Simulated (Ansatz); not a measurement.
# TiO2: a point defect seen from the nuclei (Zr on a Ti site), part 1 of 3

How do the nuclei near a point defect see it? The defect is Zr on a Ti site in TiO2 (cell charge 0), first unrelaxed. The cell is a supercell built from a computed entry of the Materials Project. Planned: a single point, then a relaxation, then a check of chi_scale.

Program: Ansatz 0.2.0. Level of theory: DFT, PBE, plane-wave PAW, default files, scalar-relativistic, as far as a step names no other. These are calculated values, not measurements.

**1. The starting structure**

It takes space group Cm (No. 8, monoclinic). Conventional cell: a = 13.232 Å, b = 7.534 Å, c = 12.156 Å, α = 90.00°, β = 104.43°, γ = 90.00°. Zr (site symmetry m) is surrounded by 5 O at 1.78 to 2.03 Å. Ti (site symmetry m) is surrounded by 5 O at 1.78 to 2.03 Å. Ti (site symmetry 1) has 5 O at 1.78 to 2.03 Å as nearest neighbours. Around Ti (site symmetry m) lie 6 O at 1.86 to 2.16 Å. Ti (site symmetry 1) is surrounded by 6 O at 1.86 to 2.16 Å. Only part of the 36 independent sites is listed.

Coordinates:

```xyz
48
Lattice="-1.9283 3.7669 6.3290 -1.9283 -3.7669 6.3290 14.2355 0.0000 -6.3290" Properties=species:S:1:pos:R:3 pbc="T T T"
Zr    8.5226    0.0000    4.5330
Ti   10.4509    0.0000   -1.7959
Ti    2.3690   -1.8835    4.5330
Ti    2.3690    1.8835    4.5330
Ti   -0.1400    0.0000    4.4961
Ti   -2.0684    0.0000   10.8251
Ti    6.0135    1.8835    4.4961
Ti    6.0135   -1.8835    4.4961
Ti    1.8562    0.0000    1.7959
Ti   -0.0721    0.0000    8.1249
Ti    8.0098    1.8835    1.7959
Ti    8.0098   -1.8835    1.7959
Ti   10.5189    0.0000    1.8329
Ti   12.4472    0.0000   -4.4961
Ti    4.3653   -1.8835    1.8329
Ti    4.3653    1.8835    1.8329
O     0.0047    0.0000    2.3416
O    -1.9236    0.0000    8.6706
O     6.1583    1.8835    2.3416
O     6.1583   -1.8835    2.3416
O     6.4903    0.0000    4.4721
O     8.4186    0.0000   -1.8569
O     0.3367   -1.8835    4.4721
O     0.3367    1.8835    4.4721
O     1.6255    0.0000    0.0298
O    -0.3029    0.0000    6.3588
O     7.7790    1.8835    0.0298
O     7.7790   -1.8835    0.0298
O    10.3741    0.0000    3.9874
O    12.3024    0.0000   -2.3416
O     4.2205   -1.8835    3.9874
O     4.2205    1.8835    3.9874
O     8.3943    0.0000    2.1993
O    10.3226    0.0000   -4.1297
O     2.2407   -1.8835    2.1993
O     2.2407    1.8835    2.1993
O     8.7534    0.0000    6.2992
O    10.6817    0.0000   -0.0298
O     2.5998   -1.8835    6.2992
O     2.5998    1.8835    6.2992
O     1.9846    0.0000    4.1297
O     0.0562    0.0000   10.4586
O     8.1381    1.8835    4.1297
O     8.1381   -1.8835    4.1297
O     3.8886    0.0000    1.8569
O     1.9602    0.0000    8.1859
O    10.0422    1.8835    1.8569
O    10.0422   -1.8835    1.8569
```

Atom 1 of the input is the impurity.

**2. First run, atoms as given**

Contents of input.yaml:

```yaml
crystal:
  lattice:
    - [-1.9283261078, 3.766937, 6.3289668713]
    - [-1.9283261078, -3.766937, 6.3289668713]
    - [14.235480494, 0.0, -6.3289668713]
  atoms:
    - { symbol: Zr, position: [0.760476, 0.760476, 0.804714] }
    - { symbol: Ti, position: [0.260476, 0.260476, 0.804714] }
    - { symbol: Ti, position: [0.260476, 0.760476, 0.304714] }
    - { symbol: Ti, position: [0.760476, 0.260476, 0.304714] }
    - { symbol: Ti, position: [0.4051635, 0.4051635, 0.099929] }
    - { symbol: Ti, position: [0.9051635, 0.9051635, 0.099929] }
    - { symbol: Ti, position: [0.9051635, 0.4051635, 0.599929] }
    - { symbol: Ti, position: [0.4051635, 0.9051635, 0.599929] }
    - { symbol: Ti, position: [0.239524, 0.239524, 0.195286] }
    - { symbol: Ti, position: [0.739524, 0.739524, 0.195286] }
    - { symbol: Ti, position: [0.739524, 0.239524, 0.695286] }
    - { symbol: Ti, position: [0.239524, 0.739524, 0.695286] }
    - { symbol: Ti, position: [0.5948365, 0.5948365, 0.900071] }
    - { symbol: Ti, position: [0.0948365, 0.0948365, 0.900071] }
    - { symbol: Ti, position: [0.0948365, 0.5948365, 0.400071] }
    - { symbol: Ti, position: [0.5948365, 0.0948365, 0.400071] }
    - { symbol: O, position: [0.21416575, 0.21416575, 0.0583525] }
    - { symbol: O, position: [0.71416575, 0.71416575, 0.0583525] }
    - { symbol: O, position: [0.71416575, 0.21416575, 0.5583525] }
    - { symbol: O, position: [0.21416575, 0.71416575, 0.5583525] }
    - { symbol: O, position: [0.672336, 0.672336, 0.638069] }
    - { symbol: O, position: [0.172336, 0.172336, 0.638069] }
    - { symbol: O, position: [0.172336, 0.672336, 0.138069] }
    - { symbol: O, position: [0.672336, 0.172336, 0.138069] }
    - { symbol: O, position: [0.06876025, 0.06876025, 0.1328115] }
    - { symbol: O, position: [0.56876025, 0.56876025, 0.1328115] }
    - { symbol: O, position: [0.56876025, 0.06876025, 0.6328115] }
    - { symbol: O, position: [0.06876025, 0.56876025, 0.6328115] }
    - { symbol: O, position: [0.78583425, 0.78583425, 0.9416475] }
    - { symbol: O, position: [0.28583425, 0.28583425, 0.9416475] }
    - { symbol: O, position: [0.28583425, 0.78583425, 0.4416475] }
    - { symbol: O, position: [0.78583425, 0.28583425, 0.4416475] }
    - { symbol: O, position: [0.54200575, 0.54200575, 0.7365115] }
    - { symbol: O, position: [0.04200575, 0.04200575, 0.7365115] }
    - { symbol: O, position: [0.04200575, 0.54200575, 0.2365115] }
    - { symbol: O, position: [0.54200575, 0.04200575, 0.2365115] }
    - { symbol: O, position: [0.93123975, 0.93123975, 0.8671885] }
    - { symbol: O, position: [0.43123975, 0.43123975, 0.8671885] }
    - { symbol: O, position: [0.43123975, 0.93123975, 0.3671885] }
    - { symbol: O, position: [0.93123975, 0.43123975, 0.3671885] }
    - { symbol: O, position: [0.45799425, 0.45799425, 0.2634885] }
    - { symbol: O, position: [0.95799425, 0.95799425, 0.2634885] }
    - { symbol: O, position: [0.95799425, 0.45799425, 0.7634885] }
    - { symbol: O, position: [0.45799425, 0.95799425, 0.7634885] }
    - { symbol: O, position: [0.327664, 0.327664, 0.361931] }
    - { symbol: O, position: [0.827664, 0.827664, 0.361931] }
    - { symbol: O, position: [0.827664, 0.327664, 0.861931] }
    - { symbol: O, position: [0.327664, 0.827664, 0.861931] }
kpoints:
  mp_grid: { grid: [3, 3, 2] }
scf:
  occupations: { method: fermi_dirac, width: 0.01 }
hamiltonian:
  xc: pbe
  pseudopotentials: { kind: paw }
output:
  forces: true
  stress: true
  populations: true
  efg:
    quadrupole_moments_barn: { Zr: -0.176, Ti: 0.247, O: -0.02558 }
    contact_densities: true
```

The run is started by

```bash
$ ansatz run input.yaml --threads 4 --pin off --max-ram 8192MiB --backend cpu --events-out ev --progress --plain --runs-dir out
```

What it wrote:

```text
Warning: RAYON_NUM_THREADS=4 ignored (pool sized by the plan → 4); use --threads N
Zr: output.efg is read without spin–orbit coupling, which moves field gradients at and beside such atoms by some per cent and up to a factor of two; PAW files take it under magnetization.noncollinear and magnetization.spin_orbit
Engine: ansatz 0.2.0, aarch64-unknown-linux-gnu
Pseudopotentials: kind: paw
Pseudopotential: Zr, paw, valence charge 12, recommended cutoff 420 eV (normal), Zr.paw.azcp
Pseudopotential: Ti, paw, valence charge 12, recommended cutoff 420 eV (normal), Ti.paw.azcp
Pseudopotential: O, paw, valence charge 6, recommended cutoff 420 eV (normal), O.paw.azcp
Functional definition: PBE
  parameter kappa = 0.804
  parameter beta = 0.06672455060314922
  exchange = pbe_x(kappa = kappa, mu = beta*pi^2/3)
  correlation = pbe_c(beta = beta)
Crystal: 48 atoms, lattice volume = 586.825 Å³
Basis set: ecut = 420 eV, 11477 PW (Γ), exchange–correlation on 108×108×216 points (8 copies of the dense FFT grid, shifted against one another)
Bands: 240, of which v1, the nominal top of the filled ones, is band 192 counted from 1 (191 counted from 0)
Symmetry: 2 space group operations
Space group: Cm (ITA 8), of the structure as read, at distance tolerance 8.4e-5 Å
k-points: 8 of 18 (time reversal used)
Non-local potential: Zr, projectors of the file, l = 0: 3, l = 1: 2, l = 2: 2, l = 3: 2
Non-local potential: Ti, projectors of the file, l = 0: 3, l = 1: 2, l = 2: 3, l = 3: 1
Non-local potential: O, projectors of the file, l = 0: 2, l = 1: 2, l = 2: 1
PAW form: soft (Blöchl's): semilocal exchange-correlation on the pseudo side does not see the compensation charge
PAW one-centre angular grid: Zr, 590 points (default); XC on 64 Gauss nodes
PAW one-centre angular grid: Ti, 590 points (default); XC on 64 Gauss nodes
PAW one-centre angular grid: O, 110 points (default); XC on 64 Gauss nodes
Initial density: superposition of atomic densities (neutral atoms: chi_scale 0, normalization atom), corrected by the library's trained network
Initial wavefunctions: pseudopotential atomic-orbital guess
Functional: x = pbe(κ = 0.804, μ = 0.2195149727645171), c = pbe(β = 0.06672455060314922)
SCF iter   1: F=—  HF=-59904.145985 eV  |F-HF|=—  |Δ(HF+E_count)|=         —  Δρ=4.72e-3  dr2=1.17e-1  ethr=1.77e-3  ⟨swp⟩=5.0  Hψ=6944  notcnv=0  defer=192
preconditioner: auto → Resta (q_TF=auto, 2.542 Å⁻¹)  ε∞=7.0  [insulator: Δε(μ)=2.727 eV  Ē_g=10.089 eV  σ=0.010 eV  W_gap=1.00  n_scr=148 (ndim 8)  ℏωp=24.8 eV  f_vac=0.129  D(μ)=0.00/eV (n_scr^D=0)  ε∞_Penn≈7.0]
SCF iter   2: F=—  HF=-59904.139404 eV  |F-HF|=—  |Δ(HF+E_count)|=   6.58e-3  Δρ=2.69e-3  dr2=2.87e-2  ethr=3.05e-5  ⟨swp⟩=2.0  Hψ=2868  notcnv=0  defer=315
SCF iter   3: F=—  HF=-59904.137653 eV  |F-HF|=—  |Δ(HF+E_count)|=   1.75e-3  Δρ=1.31e-3  dr2=8.56e-3  ethr=7.48e-6  ⟨swp⟩=2.5  Hψ=2532  notcnv=0  defer=315
SCF iter   4: F=—  HF=-59904.138395 eV  |F-HF|=—  |Δ(HF+E_count)|=   7.42e-4  Δρ=6.42e-4  dr2=2.73e-3  ethr=2.23e-6  ⟨swp⟩=2.1  Hψ=2368  notcnv=0  defer=315
SCF iter   5: F=—  HF=-59904.138405 eV  |F-HF|=—  |Δ(HF+E_count)|=   9.97e-6  Δρ=1.68e-4  dr2=3.86e-4  ethr=7.11e-7  ⟨swp⟩=2.0  Hψ=2442  notcnv=0  defer=315
SCF iter   6: F=—  HF=-59904.138459 eV  |F-HF|=—  |Δ(HF+E_count)|=   5.38e-5  Δρ=7.99e-5  dr2=7.78e-5  ethr=1.01e-7  ⟨swp⟩=2.0  Hψ=2373  notcnv=0  defer=315
SCF iter   7: F=—  HF=-59904.138291 eV  |F-HF|=—  |Δ(HF+E_count)|=   1.68e-4  Δρ=5.25e-5  dr2=1.86e-5  ethr=2.03e-8  ⟨swp⟩=2.0  Hψ=2722  notcnv=0  defer=315
SCF iter   8: F=—  HF=-59904.138300 eV  |F-HF|=—  |Δ(HF+E_count)|=   9.31e-6  Δρ=2.77e-5  dr2=5.90e-6  ethr=4.85e-9  ⟨swp⟩=2.0  Hψ=2513  notcnv=0  defer=315
SCF iter   9: F=—  HF=-59904.138303 eV  |F-HF|=—  |Δ(HF+E_count)|=   2.64e-6  Δρ=1.31e-5  dr2=1.26e-6  ethr=1.54e-9  ⟨swp⟩=2.0  Hψ=2448  notcnv=0  defer=315
SCF iter  10: F=—  HF=-59904.138303 eV  |F-HF|=—  |Δ(HF+E_count)|=   4.60e-7  Δρ=6.78e-6  dr2=3.38e-7  ethr=3.28e-10  ⟨swp⟩=2.0  Hψ=2508  notcnv=0  defer=315
SCF iter  11: F=-59904.138303 eV  HF=-59904.138303 eV  |F-HF|=3.30e-8  |Δ(HF+E_count)|=   1.53e-7  Δρ=3.25e-6  dr2=7.73e-8  ethr=2.60e-11  ⟨swp⟩=11.0  Hψ=8477  notcnv=0
SCF 1 converged in 11 iterations: F = -59904.138303 eV  dr2 = 7.73e-8
SCF converged after 11 iterations
Free energy (F): -59904.138303 eV
Harris-Foulkes:  -59904.138303 eV  (|F-HF|=3.30e-8)
Internal energy: -59904.138303 eV  (E = F + TS)
E sigma→0 (E₀):  -59904.138303 eV
Fermi energy:    7.709631 eV
--- Per-component energies (eV) ---
[... 14 lines left out ...]
--- Forces (eV/Å), atoms counted from 1 ---
  atom   1  Zr    -0.01760530     0.00000000    -2.25928471
  atom   2  Ti    -0.03129184     0.00000000     0.01623131
  atom   3  Ti     0.04653812    -0.00268112     0.16449566
  atom   4  Ti     0.04653812     0.00268112     0.16449566
  atom   5  Ti    -0.02362664     0.00000000     0.03876486
  atom   6  Ti    -0.00316105     0.00000000    -0.01894970
[... 42 lines left out ...]
  max |Σ_I F_I| component: 3.71e-5 eV/Å
--- Stress (GPa, compression-positive) ---
        2.459494       0.000000      -0.043489
        0.000000       2.123163       0.000000
       -0.043489       0.000000       2.570242
  P = ⅓ Tr σ = 2.3843 GPa (23.843 kbar)
--- PAW observables at the nuclei: V_zz in 10²¹ V/m², potentials from the cell's mean, atoms counted from 1 ---
  atom   1  Zr V_zz =    +3.862150   η = 0.5811   by run symmetry: allowed   C_q = -16.4360 MHz
            electrostatic potential = -5922.940558 V   contact ρ = 490538.204024 e/Å³
  atom   2  Ti V_zz =    +0.486089   η = 0.6364   by run symmetry: allowed   C_q = +2.9031 MHz
            electrostatic potential = -2525.075425 V   contact ρ = 56792.342800 e/Å³
  atom   3  Ti V_zz =    -0.446979   η = 0.7373   by run symmetry: allowed   C_q = -2.6696 MHz
            electrostatic potential = -2525.047170 V   contact ρ = 56792.376628 e/Å³
  atom   4  Ti V_zz =    -0.446979   η = 0.7373   by run symmetry: allowed   C_q = -2.6696 MHz
            electrostatic potential = -2525.047170 V   contact ρ = 56792.376628 e/Å³
  atom   5  Ti V_zz =    -1.753250   η = 0.8690   by run symmetry: allowed   C_q = -10.4712 MHz
            electrostatic potential = -2524.927753 V   contact ρ = 56792.100746 e/Å³
  atom   6  Ti V_zz =    +1.677594   η = 0.8840   by run symmetry: allowed   C_q = +10.0193 MHz
            electrostatic potential = -2524.950056 V   contact ρ = 56792.109499 e/Å³
  atom   7  Ti V_zz =    -1.847277   η = 0.7853   by run symmetry: allowed   C_q = -11.0327 MHz
            electrostatic potential = -2524.902618 V   contact ρ = 56792.041392 e/Å³
  atom   8  Ti V_zz =    -1.847277   η = 0.7853   by run symmetry: allowed   C_q = -11.0327 MHz
            electrostatic potential = -2524.902618 V   contact ρ = 56792.041392 e/Å³
  atom   9  Ti V_zz =    -0.503253   η = 0.5766   by run symmetry: allowed   C_q = -3.0056 MHz
            electrostatic potential = -2525.058506 V   contact ρ = 56792.376795 e/Å³
  atom  10  Ti V_zz =    -0.464530   η = 0.6645   by run symmetry: allowed   C_q = -2.7744 MHz
            electrostatic potential = -2525.051137 V   contact ρ = 56792.383840 e/Å³
  atom  11  Ti V_zz =    -0.505152   η = 0.6629   by run symmetry: allowed   C_q = -3.0170 MHz
            electrostatic potential = -2525.020357 V   contact ρ = 56792.347240 e/Å³
  atom  12  Ti V_zz =    -0.505152   η = 0.6629   by run symmetry: allowed   C_q = -3.0170 MHz
            electrostatic potential = -2525.020357 V   contact ρ = 56792.347240 e/Å³
  atom  13  Ti V_zz =    -1.837417   η = 0.8956   by run symmetry: allowed   C_q = -10.9739 MHz
            electrostatic potential = -2524.916425 V   contact ρ = 56792.059115 e/Å³
  atom  14  Ti V_zz =    +1.599763   η = 0.7945   by run symmetry: allowed   C_q = +9.5545 MHz
            electrostatic potential = -2525.008993 V   contact ρ = 56792.260403 e/Å³
  atom  15  Ti V_zz =    -1.778658   η = 0.8490   by run symmetry: allowed   C_q = -10.6229 MHz
            electrostatic potential = -2524.912525 V   contact ρ = 56792.099415 e/Å³
  atom  16  Ti V_zz =    -1.778658   η = 0.8490   by run symmetry: allowed   C_q = -10.6229 MHz
            electrostatic potential = -2524.912525 V   contact ρ = 56792.099415 e/Å³
  atom  17  O  V_zz =    +1.633812   η = 0.0360   by run symmetry: allowed   C_q = -1.0105 MHz
            electrostatic potential = -622.529561 V   contact ρ = 2157.498742 e/Å³
  atom  18  O  V_zz =    +1.657170   η = 0.0478   by run symmetry: allowed   C_q = -1.0250 MHz
            electrostatic potential = -622.506315 V   contact ρ = 2157.509661 e/Å³
  atom  19  O  V_zz =    +1.682597   η = 0.0646   by run symmetry: allowed   C_q = -1.0407 MHz
            electrostatic potential = -622.477211 V   contact ρ = 2157.499030 e/Å³
  atom  20  O  V_zz =    +1.682597   η = 0.0646   by run symmetry: allowed   C_q = -1.0407 MHz
            electrostatic potential = -622.477211 V   contact ρ = 2157.499030 e/Å³
  atom  21  O  V_zz =    +4.208100   η = 0.2230   by run symmetry: allowed   C_q = -2.6028 MHz
            electrostatic potential = -622.841446 V   contact ρ = 2157.098780 e/Å³
  atom  22  O  V_zz =    +2.723564   η = 0.8605   by run symmetry: allowed   C_q = -1.6846 MHz
            electrostatic potential = -622.652058 V   contact ρ = 2157.366004 e/Å³
  atom  23  O  V_zz =    +2.751964   η = 0.8876   by run symmetry: allowed   C_q = -1.7021 MHz
            electrostatic potential = -622.655463 V   contact ρ = 2157.365722 e/Å³
  atom  24  O  V_zz =    +2.751964   η = 0.8876   by run symmetry: allowed   C_q = -1.7021 MHz
            electrostatic potential = -622.655463 V   contact ρ = 2157.365722 e/Å³
  atom  25  O  V_zz =    +1.146505   η = 0.6423   by run symmetry: allowed   C_q = -0.7091 MHz
            electrostatic potential = -622.672908 V   contact ρ = 2158.561189 e/Å³
  atom  26  O  V_zz =    +1.133022   η = 0.7189   by run symmetry: allowed   C_q = -0.7008 MHz
            electrostatic potential = -622.665496 V   contact ρ = 2158.573477 e/Å³
  atom  27  O  V_zz =    +1.150966   η = 0.8330   by run symmetry: allowed   C_q = -0.7119 MHz
            electrostatic potential = -622.631224 V   contact ρ = 2158.572925 e/Å³
  atom  28  O  V_zz =    +1.150966   η = 0.8330   by run symmetry: allowed   C_q = -0.7119 MHz
            electrostatic potential = -622.631224 V   contact ρ = 2158.572925 e/Å³
  atom  29  O  V_zz =    +0.773445   η = 0.0029   by run symmetry: allowed   C_q = -0.4784 MHz
            electrostatic potential = -622.794900 V   contact ρ = 2157.448849 e/Å³
  atom  30  O  V_zz =    +1.723987   η = 0.1526   by run symmetry: allowed   C_q = -1.0663 MHz
            electrostatic potential = -622.515481 V   contact ρ = 2157.499135 e/Å³
  atom  31  O  V_zz =    +1.730974   η = 0.1215   by run symmetry: allowed   C_q = -1.0706 MHz
            electrostatic potential = -622.495438 V   contact ρ = 2157.507410 e/Å³
  atom  32  O  V_zz =    +1.730974   η = 0.1215   by run symmetry: allowed   C_q = -1.0706 MHz
            electrostatic potential = -622.495438 V   contact ρ = 2157.507410 e/Å³
  atom  33  O  V_zz =    -2.616696   η = 0.8267   by run symmetry: allowed   C_q = +1.6185 MHz
            electrostatic potential = -622.415424 V   contact ρ = 2156.816753 e/Å³
  atom  34  O  V_zz =    +1.936873   η = 0.9701   by run symmetry: allowed   C_q = -1.1980 MHz
            electrostatic potential = -622.407390 V   contact ρ = 2157.012383 e/Å³
  atom  35  O  V_zz =    -1.868190   η = 0.9887   by run symmetry: allowed   C_q = +1.1555 MHz
            electrostatic potential = -622.414276 V   contact ρ = 2157.019341 e/Å³
  atom  36  O  V_zz =    -1.868190   η = 0.9887   by run symmetry: allowed   C_q = +1.1555 MHz
            electrostatic potential = -622.414276 V   contact ρ = 2157.019341 e/Å³
  atom  37  O  V_zz =    +0.935666   η = 0.1348   by run symmetry: allowed   C_q = -0.5787 MHz
            electrostatic potential = -623.306538 V   contact ρ = 2158.308273 e/Å³
  atom  38  O  V_zz =    +1.139766   η = 0.6874   by run symmetry: allowed   C_q = -0.7050 MHz
            electrostatic potential = -622.657168 V   contact ρ = 2158.552528 e/Å³
  atom  39  O  V_zz =    +1.143961   η = 0.7376   by run symmetry: allowed   C_q = -0.7076 MHz
            electrostatic potential = -622.659027 V   contact ρ = 2158.575385 e/Å³
  atom  40  O  V_zz =    +1.143961   η = 0.7376   by run symmetry: allowed   C_q = -0.7076 MHz
            electrostatic potential = -622.659027 V   contact ρ = 2158.575385 e/Å³
  atom  41  O  V_zz =    -1.885252   η = 0.9953   by run symmetry: allowed   C_q = +1.1661 MHz
            electrostatic potential = -622.416929 V   contact ρ = 2157.019297 e/Å³
  atom  42  O  V_zz =    +1.897634   η = 0.9710   by run symmetry: allowed   C_q = -1.1737 MHz
            electrostatic potential = -622.418912 V   contact ρ = 2157.013424 e/Å³
  atom  43  O  V_zz =    -1.833376   η = 0.2441   by run symmetry: allowed   C_q = +1.1340 MHz
            electrostatic potential = -622.621483 V   contact ρ = 2156.894439 e/Å³
  atom  44  O  V_zz =    -1.833376   η = 0.2441   by run symmetry: allowed   C_q = +1.1340 MHz
            electrostatic potential = -622.621483 V   contact ρ = 2156.894439 e/Å³
  atom  45  O  V_zz =    +2.790660   η = 0.8546   by run symmetry: allowed   C_q = -1.7261 MHz
            electrostatic potential = -622.651311 V   contact ρ = 2157.368461 e/Å³
  atom  46  O  V_zz =    +2.785015   η = 0.8599   by run symmetry: allowed   C_q = -1.7226 MHz
            electrostatic potential = -622.649422 V   contact ρ = 2157.369887 e/Å³
  atom  47  O  V_zz =    +2.750312   η = 0.9215   by run symmetry: allowed   C_q = -1.7011 MHz
            electrostatic potential = -622.657038 V   contact ρ = 2157.347559 e/Å³
  atom  48  O  V_zz =    +2.750312   η = 0.9215   by run symmetry: allowed   C_q = -1.7011 MHz
            electrostatic potential = -622.657038 V   contact ρ = 2157.347559 e/Å³
--- Band table (eV; the first three rows and the last of 8) ---
[... 4 lines left out ...]
--- Löwdin populations: 48 sites ---
  site symbol       q [e]
[... 48 lines left out ...]
  spilling = 0.003390 (of n_electrons = 384.000000)
```

It took 67 s on 4 threads of Arm Neoverse V2, shared host; peak memory 3.2 GiB.

State: gap on the mesh 2.78 eV, largest force 6.041 eV/Å, pressure 2.4 GPa.

Site by site (atoms counted from 1): 11 of 36, those nearest the defect, the farthest of each element and the two largest gradients.

```
site   atoms  distance from the defect (Å)  V_zz (10²¹ V/m²)     η     C_Q (MHz)
  Zr       1                          0.00              3.86  0.58  -16.4 (⁹¹Zr)
 O37      37                          1.78              0.94  0.13  -0.579 (¹⁷O)
 O29      29                          1.93              0.77  0.00  -0.478 (¹⁷O)
 O43  43, 44                          1.96             -1.83  0.24    1.13 (¹⁷O)
 O21      21                          2.03              4.21  0.22   -2.60 (¹⁷O)
 O33      33                          2.34             -2.62  0.83    1.62 (¹⁷O)
 Ti7    7, 8                          3.14             -1.85  0.79  -11.0 (⁴⁹Ti)
Ti13      13                          3.36             -1.84  0.90  -11.0 (⁴⁹Ti)
Ti11  11, 12                          3.36             -0.51  0.66  -3.02 (⁴⁹Ti)
 Ti3    3, 4                          6.44             -0.45  0.74  -2.67 (⁴⁹Ti)
 O41      41                          6.55             -1.89  1.00    1.17 (¹⁷O)
```

Conventions: |V_zz| ≥ |V_yy| ≥ |V_xx|, η = (V_xx − V_yy)/V_zz, C_Q = eQV_zz/h. Quadrupole moments are those of Pyykkö's year-2017 table.

Direction of the V_zz axis (Cartesian unit vector):

```
site  atom      x      y      z
  Zr     1   0.12   0.00   0.99
 Ti2     2  -0.10   0.00   1.00
 Ti3     3   1.00   0.00  -0.07
 Ti5     5   0.00   1.00   0.00
 Ti6     6   0.84   0.00  -0.54
 Ti7     7   0.03   1.00   0.00
 Ti9     9   1.00   0.00  -0.08
Ti10    10   1.00   0.00  -0.07
Ti11    11   1.00  -0.02  -0.08
Ti13    13   0.00   1.00   0.00
```

(Continued in part 2 of 3.)
